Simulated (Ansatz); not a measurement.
# doublet CH5BClN+: levels of theory compared

Aim: a comparison of 6 runs (UB3LYP/6-31G*, U-r2SCAN/def2-SVP, U-wB97X/def2-SVP, UPBE/def2-SVP, RPA@PBE0/def2-SVP, UCCSD/def2-SVP) of doublet CH5BClN+. 

The calculation is run with Ansatz 0.2.0.

128 further runs of the same task are left out: 128 set aside as unsound or not needed.

## (1) Starting point

CH5BClN+ has 9 atoms, charge +1, and is taken as a doublet. SMILES of the parent species: `CNBCl`. Geometry: relaxed at PBE0-D4/def2-TZVP. This is one conformer, not always the lowest. That shape belongs to the parent species and isn't relaxed for this state.

Bond lengths: C1–N2 1.445 Å, N2–B3 1.381 Å, B3–Cl4 1.771 Å, C1–H5 1.094 Å, C1–H6 1.094 Å, C1–H7 1.090 Å, N2–H8 1.009 Å, B3–H9 1.192 Å. Some angles: C1–N2–B3 126.0°, N2–B3–Cl4 119.6°, C1–N2–H8 115.0°, B3–N2–H8 119.0°, N2–C1–H5 111.4°, N2–C1–H6 111.4°, N2–C1–H7 109.2°, N2–B3–H9 121.5°, Cl4–B3–H9 118.9°, H5–C1–H6 108.3°.

## (2) A single-point energy at UB3LYP/6-31G(d) (spherical functions) (run 1)

Contents of input.yaml:

```yaml
crystal:
  periodic: [false, false, false]
  atoms:
    - symbol: C
      position_ang: [0.510100, 0.482100, -0.973400]
    - symbol: "N"
      position_ang: [-0.407900, -0.226000, -0.111700]
    - symbol: B
      position_ang: [-0.261100, -0.415200, 1.248200]
    - symbol: Cl
      position_ang: [-1.495300, -1.314500, 2.144800]
    - symbol: H
      position_ang: [0.907000, -0.170400, -1.756500]
    - symbol: H
      position_ang: [0.027900, 1.338900, -1.452800]
    - symbol: H
      position_ang: [1.346700, 0.849900, -0.380000]
    - symbol: H
      position_ang: [-1.220500, -0.605500, -0.573900]
    - symbol: H
      position_ang: [0.681600, 0.014200, 1.838200]
basis:
  gaussian:
    orbitals: 6-31G_st_-spherical.json
total_charge: 1
magnetization:
  spin_polarized: true
  initial_magnetization: 1
hamiltonian:
  xc: {name: B3LYP}
accuracy: high
output: {orbitals: {seedname: orbitals}}
```

The basis set 6-31G* is read from a file made from the Basis Set Exchange's data (not shown).

Launch:

```sh
$ ansatz run input.yaml --threads 1 --pin off --max-ram 3480MiB --events-out events.jsonl --progress --plain --runs-dir runs
```

The program printed:

```text
Warning: RAYON_NUM_THREADS=1 ignored (pool sized by the plan → 1); use --threads N
Functional definition: B3LYP
  name "B3LYP"
  parameter a0 = 0.2
  parameter ax = 0.72
  parameter ac = 0.81
  exchange = (1 - a0 - ax)*slater_x + ax*b88_x + a0*exact_x
  correlation = (1 - ac)*vwn_rpa_c + ac*lyp_c
1652 factors; integrals over basis functions are off by at most 4.4e-9 eV
mean field evaluation 1: about -15785.5765 eV, gradient 5.3e1 eV
mean field evaluation 2: about -15753.3272 eV, gradient 9.1e1 eV
mean field evaluation 4: about -15796.3550 eV, gradient 2.2e1 eV
mean field evaluation 8: about -15799.6228 eV, gradient 2.8e-1 eV
mean field evaluation 16: about -15799.8142 eV, gradient 5.6e-3 eV
mean field evaluation 32: about -15799.8142 eV, gradient 1.1e-7 eV
mean field -15799.81419945 eV, -580.6324623310 hartree, gradient 1.1e-8 eV, S^2 0.760310; 2 other end points of the search recorded, 0 dependent functions left out
reference -15799.81423485 eV, -580.6324636319 hartree; 20, 19 occupied and 50, 51 virtual orbitals, 1652 factors
Total energy: -15799.81423485 eV, -580.6324636319 hartree
```

Run time: 12 s. Hardware: 1 thread of Arm Neoverse V2, shared host; peak memory 0.3 GiB.

## (3) A single-point energy at U-r2SCAN/def2-SVP (run 2)

Contents of in.yaml:

```yaml
crystal:
  periodic: [false, false, false]
  atoms:
    - {symbol: C, position_ang: [0.510100, 0.482100, -0.973400]}
    - {symbol: N, position_ang: [-0.407900, -0.226000, -0.111700]}
    - {symbol: B, position_ang: [-0.261100, -0.415200, 1.248200]}
    - {symbol: Cl, position_ang: [-1.495300, -1.314500, 2.144800]}
    - {symbol: H, position_ang: [0.907000, -0.170400, -1.756500]}
    - {symbol: H, position_ang: [0.027900, 1.338900, -1.452800]}
    - {symbol: H, position_ang: [1.346700, 0.849900, -0.380000]}
    - {symbol: H, position_ang: [-1.220500, -0.605500, -0.573900]}
    - {symbol: H, position_ang: [0.681600, 0.014200, 1.838200]}
basis:
  gaussian: {orbitals: def2-SVP}
accuracy: high
output: {orbitals: {seedname: orbitals}}
total_charge: 1
magnetization: {spin_polarized: true, initial_magnetization: 1}
hamiltonian: {xc: {name: r2SCAN}}
```

Launch:

```sh
$ ansatz run in.yaml --threads 1 --pin off --max-ram 3480MiB --events-out events.jsonl --progress --plain --runs-dir runs
```

The program printed:

```text
Warning: RAYON_NUM_THREADS=1 ignored (pool sized by the plan → 1); use --threads N
Functional definition: r2SCAN
  name "r2SCAN"
  parameter k0 = 0.174
  parameter k1 = 0.065
  parameter a1 = 4.9479
  exchange = r2scan_x(k0 = k0, k1 = k1, a1 = a1)
  correlation = r2scan_c
2017 factors; integrals over basis functions are off by at most 8.2e-9 eV
mean field evaluation 1: about -15773.4373 eV, gradient 5.7e1 eV
mean field evaluation 2: about -15725.6246 eV, gradient 1.1e2 eV
mean field evaluation 4: about -15786.9903 eV, gradient 1.9e1 eV
mean field evaluation 8: about -15790.7675 eV, gradient 6.4e-1 eV
mean field evaluation 16: about -15790.7722 eV, gradient 3.3e-4 eV
mean field evaluation 32: about -15790.6242 eV, gradient 1.5e0 eV
mean field -15790.77224303 eV, -580.3001765617 hartree, gradient 3.1e-8 eV, S^2 0.760614; 4 other end points of the search recorded, 0 dependent functions left out
reference -15790.77224484 eV, -580.3001766279 hartree; 20, 19 occupied and 65, 66 virtual orbitals, 2017 factors
Total energy: -15790.77224484 eV, -580.3001766279 hartree
```

Wall time 20 s (1 thread of Arm Neoverse V2, shared host); peak memory 0.41 GiB.

## (4) A single-point energy at U-wB97X/def2-SVP (run 3)

Contents of run.yaml:

```yaml
basis:
  gaussian:
    orbitals: def2-SVP
crystal:
  periodic: [false, false, false]
  atoms:
    - {symbol: C, position_ang: [0.510100, 0.482100, -0.973400]}
    - {symbol: N, position_ang: [-0.407900, -0.226000, -0.111700]}
    - {symbol: B, position_ang: [-0.261100, -0.415200, 1.248200]}
    - {symbol: Cl, position_ang: [-1.495300, -1.314500, 2.144800]}
    - {symbol: H, position_ang: [0.907000, -0.170400, -1.756500]}
    - {symbol: H, position_ang: [0.027900, 1.338900, -1.452800]}
    - {symbol: H, position_ang: [1.346700, 0.849900, -0.380000]}
    - {symbol: H, position_ang: [-1.220500, -0.605500, -0.573900]}
    - {symbol: H, position_ang: [0.681600, 0.014200, 1.838200]}
total_charge: 1
magnetization:
  spin_polarized: true
  initial_magnetization: 1
hamiltonian:
  xc: {name: wB97X}
accuracy: high
output: {orbitals: {seedname: orbitals}}
```

Launch:

```sh
$ ansatz run run.yaml --threads 1 --pin off --max-ram 3480MiB --events-out events.jsonl --progress --plain --runs-dir runs
```

The program printed:

```text
Warning: RAYON_NUM_THREADS=1 ignored (pool sized by the plan → 1); use --threads N
Functional definition: wB97X
  name "wB97X"
  parameter omega = 0.3/bohr
  parameter cx = 0.157706
  parameter cx1 = 0.726479
  parameter cx2 = 1.04760
  parameter cx3 = -5.70635
  parameter cx4 = 13.2794
  parameter css1 = -4.33879
  parameter css2 = 18.2308
  parameter css3 = -31.7430
  parameter css4 = 17.2901
  parameter cos1 = 2.37031
  parameter cos2 = -11.3995
  parameter cos3 = 6.58405
  parameter cos4 = -3.78132
  exchange = spin_sum(e_x_unif_sr(omega)*poly(b97_u_x, 1 - cx, cx1, cx2, cx3, cx4)) + cx*exact_x_sr(omega)
      + exact_x_lr(omega)
  correlation = spin_sum(e_c_pw_same_spin*poly(b97_u_same, 1, css1, css2, css3, css4))
      + integral(e_c_pw_opposite_spin*poly(b97_u_opposite, 1, cos1, cos2, cos3, cos4))
2017 factors; integrals over basis functions are off by at most 8.2e-9 eV
352 factors; integrals over basis functions are off by at most 2.2e-9 eV
mean field evaluation 1: about -15783.8277 eV, gradient 4.1e1 eV
mean field evaluation 2: about -15776.9127 eV, gradient 5.6e1 eV
mean field evaluation 4: about -15791.1706 eV, gradient 3.9e0 eV
mean field evaluation 8: about -15791.4300 eV, gradient 3.6e-1 eV
mean field evaluation 16: about -15792.3891 eV, gradient 3.7e0 eV
mean field -15792.47897329 eV, -580.3628977415 hartree, gradient 2.0e-8 eV, S^2 0.763267; 2 other end points of the search recorded, 0 dependent functions left out
reference -15792.47897070 eV, -580.3628976467 hartree; 20, 19 occupied and 65, 66 virtual orbitals, 2017 factors
Total energy: -15792.47897070 eV, -580.3628976467 hartree
```

Wall time 41 s (1 thread of Arm Neoverse V2, shared host); peak memory 0.79 GiB.

Runs 4 to 5 aren't shown in full; the table further down has their settings and results.

## (5) The energy at UCCSD/def2-SVP (run 6)

in.yaml, as its differences from that of step 3:

```diff
@@ -4,3 +4,3 @@
     - {symbol: C, position_ang: [0.510100, 0.482100, -0.973400]}
-    - {symbol: N, position_ang: [-0.407900, -0.226000, -0.111700]}
+    - {symbol: "N", position_ang: [-0.407900, -0.226000, -0.111700]}
     - {symbol: B, position_ang: [-0.261100, -0.415200, 1.248200]}
@@ -14,6 +14,6 @@
   gaussian: {orbitals: def2-SVP}
-accuracy: high
-output: {orbitals: {seedname: orbitals}}
 total_charge: 1
 magnetization: {spin_polarized: true, initial_magnetization: 1}
-hamiltonian: {xc: {name: r2SCAN}}
+correlation: {method: ccsd, frozen_orbitals: {B: 1, C: 1, Cl: 5, H: 0, "N": 1}}
+accuracy: high
+scf: {omitted_lower_state_checks: [cluster_reference, increment]}
```

Launch:

```sh
$ ansatz run in.yaml --threads 1 --pin off --max-ram 3480MiB --events-out events.jsonl --progress --plain --runs-dir runs
```

The program printed:

```text
Warning: RAYON_NUM_THREADS=1 ignored (pool sized by the plan → 1); use --threads N
[... 13 lines left out ...]
8 core orbitals not correlated: weight in the atoms' cores, before any rotation towards them, 1.000 or more for the frozen orbitals, at most 0.000 for the correlated occupied ones
[... 33 lines left out ...]
Total energy: -15768.42426129 eV, -579.4789033806 hartree
Checks for a lower state left out: cluster_reference, increment
```

Run time: 53 s. Hardware: 1 thread of Arm Neoverse V2, shared host; peak memory 0.9 GiB.

## (6) Overview of the runs

| run | level | frozen core orbitals | energy (Eh) | HOMO energy (eV) | LUMO energy (eV) | ⟨S²⟩ | wall time |
| --- | --- | --- | --- | --- | --- | --- | --- |
| 1 | UB3LYP/6-31G* (spherical functions) | – | -580.632464 | -14.29 | -12.27 | 0.760 | 12 s |
| 2 | U-r2SCAN/def2-SVP | – | -580.300177 | -13.46 | -12.81 | 0.761 | 20 s |
| 3 | U-wB97X/def2-SVP | – | -580.362898 | -16.84 | -10.11 | 0.763 | 41 s |
| 4 | UPBE/def2-SVP | – | -580.050994 | -13.16 | -12.91 | 0.755 | 9.9 s |
| 5 | RPA@PBE0/def2-SVP | 8 | -579.682266 | – | – | 0.763 | 24 s |
| 6 | UCCSD/def2-SVP | 8 | -579.478903 | – | – | 0.765 | 53 s |

## (7) Results

| quantity | value |
| --- | --- |
| run 6: total energy | -579.47890 Eh |
| run 6: correlation energy (8 core orbitals frozen) | -546.6 mEh |
| run 6: ⟨S²⟩ of the reference determinant | 0.765 |
| run 6: T1 diagnostic | 0.035 |

In words: Totals of different functionals can't be ranked against each other. All runs together took 2.7 min, the longest 53 s.
